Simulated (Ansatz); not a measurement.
# Be₂H₂ (singlet): from Hartree-Fock to the top rungs at distance Be1–H3 = 1.852 Å, cc-pVDZ

The task here is to estimate one member of a computed series from the others.

Program: Ansatz 0.2.0, Gaussian basis. Level of theory: cc-pVDZ, core rule «outside noble gas», up to 2 orbitals frozen. These are calculated values, not measurements.

The runs, in order: UHF; CCSD(T) on RHF; BCCD(T) on RHF; CISD; CCSDT(Q) on RHF; CASSCF and MRCISD+Q, 2 electrons in 2 orbitals; CASSCF and NEVPT2, 2 electrons in 2 orbitals; Full CI.

45 further runs of the same task are left out: 25 for a known fault of the program, 13 that didn't finish, 7 set aside as unsound or not needed. Runs told in other sessions of the task aren't counted.

### The system

The geometry derives from a PBE0/def2-TZVP stationary point (not a proven minimum). One bond is set to the value named and the two fragments are kept rigid.

4 atoms, charge 0, spin multiplicity 1.

Atoms are counted from 1 here; the program's logs count them from 0.

Bond lengths: Be2–H4 1.348 Å.

Set-up of the first run:

Input file in.yaml:

```yaml
crystal:
  periodic: [false, false, false]
  atoms:
    - {symbol: Be, position_ang: [0.000000, 0.000000, 0.926610]}
    - {symbol: Be, position_ang: [0.000000, 0.000000, -1.178850]}
    - {symbol: H, position_ang: [0.000000, 0.000000, 2.778610]}
    - {symbol: H, position_ang: [0.000000, 0.000000, -2.526369]}
basis:
  gaussian: {orbitals: cc-pVDZ}
magnetization: {spin_polarized: true, initial_magnetization: 0}
hamiltonian: {xc: hf}
output: {orbitals: {seedname: orbitals}}
```

Launch:

```
> ansatz run in.yaml --threads 1 --pin off --events-out ev --progress --plain --max-ram 2393MiB
```

Among the steps run: UHF; CCSD(T) on RHF; BCCD(T) on RHF; CISD; CCSDT(Q) on RHF; CASSCF and MRCISD+Q, 2 electrons in 2 orbitals; CASSCF and NEVPT2, 2 electrons in 2 orbitals; Full CI.

One of the session's tables, all rows but one given; the rest of the session is left out.

| method | from FCI (meV) |
| --- | --- |
| RHF | +3016.6 |
| RMP2 | +871.9 |
| CISD | +215.8 |
| RCCSD | +62.6 |
| RCCSD(T) | +18.2 |
| BCCD(T) | +18.0 |
| RCCSDT | +2.3 |
| RCCSDT(Q) | ? |
| CASSCF pair | +2439.5 |
| NEVPT2 pair | +755.4 |
| MRCISD pair | +137.8 |
| MRCISD+Q pair | -31.5 |
| FCI | 0 |

Estimate the missing values for RCCSDT(Q).

The run gave: from FCI (meV): +0.6. In the column «from FCI (meV)» it lies between FCI (0) and RCCSDT (+2.3).

To keep in mind: MRCISD+Q pair falls below full CI: the +Q correction isn't variational, and the cores differ from full CI's.
